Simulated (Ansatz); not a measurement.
# TlCu3Ge: the cost of one run

Program: Ansatz 0.2.0. Level of theory: DFT PBE, scalar-relativistic, plane waves, PAW. These are calculated values, not measurements.

## 1. The structure to begin with

The structure is cubic, space group Pm-3m (No. 221). Conventional cell: a = 4.408 Å, b = 4.408 Å, c = 4.408 Å, α = 90.00°, β = 90.00°, γ = 90.00°. Tl (site symmetry m-3m) is surrounded by 6 Cu at 2.20 Å. Around Cu (site symmetry 4/mmm) lie 2 Tl at 2.20 Å. Around Ge (site symmetry m-3m) lie 12 Cu at 3.12 Å.

Structure file:

```cif
data_structure
_symmetry_space_group_name_H-M 'Pm-3m'
_symmetry_Int_Tables_number 221
_cell_length_a 4.4082
_cell_length_b 4.4082
_cell_length_c 4.4082
_cell_angle_alpha 90.000
_cell_angle_beta 90.000
_cell_angle_gamma 90.000
_cell_volume 85.66
loop_
_atom_site_label
_atom_site_type_symbol
_atom_site_symmetry_multiplicity
_atom_site_Wyckoff_symbol
_atom_site_fract_x
_atom_site_fract_y
_atom_site_fract_z
_atom_site_occupancy
Tl1 Tl 1 b 0.50000 0.50000 0.50000 1
Cu1 Cu 3 c 0.00000 0.50000 0.50000 1
Ge1 Ge 1 a 0.00000 0.00000 0.00000 1
```

Recipe of the guess: random cell by space group and Wyckoff sites (Pm-3m, No. 221). Lengths come from tabulated atomic sizes and are only a guess.

## 2. Probe: one point on a coarse mesh

Input file input.yaml:

```yaml
crystal:
  lattice:
    - [4.40822287, 0.0, 0.0]
    - [0.0, 4.40822287, 0.0]
    - [0.0, 0.0, 4.40822287]
  atoms:
    - { symbol: Tl, position: [0.5, 0.5, 0.5] }
    - { symbol: Cu, position: [0.0, 0.5, 0.5] }
    - { symbol: Cu, position: [0.5, 0.0, 0.5] }
    - { symbol: Cu, position: [0.5, 0.5, 0.0] }
    - { symbol: Ge, position: [0.0, 0.0, 0.0] }
basis:
  ecutwfc: 420
kpoints:
  mp_grid: { grid: [4, 4, 4] }
hamiltonian:
  xc: pbe
scf:
  occupations: { method: gaussian, width: 0.1 }
  lower_state_search: "off"
output:
  forces: true
  stress: true
  eigenvalues: true
```

On the command line:

```sh
$ ansatz run input.yaml --threads 1 --pin off --max-ram 2560MiB --backend cpu --events-out ev --progress --plain --runs-dir out
```

**Question.** How long does this run take on 1 thread of Intel Xeon 6975P-C (Granite Rapids), shared host, and how much memory does it need?

About 1.3 s, with a peak of 0.4 GiB.
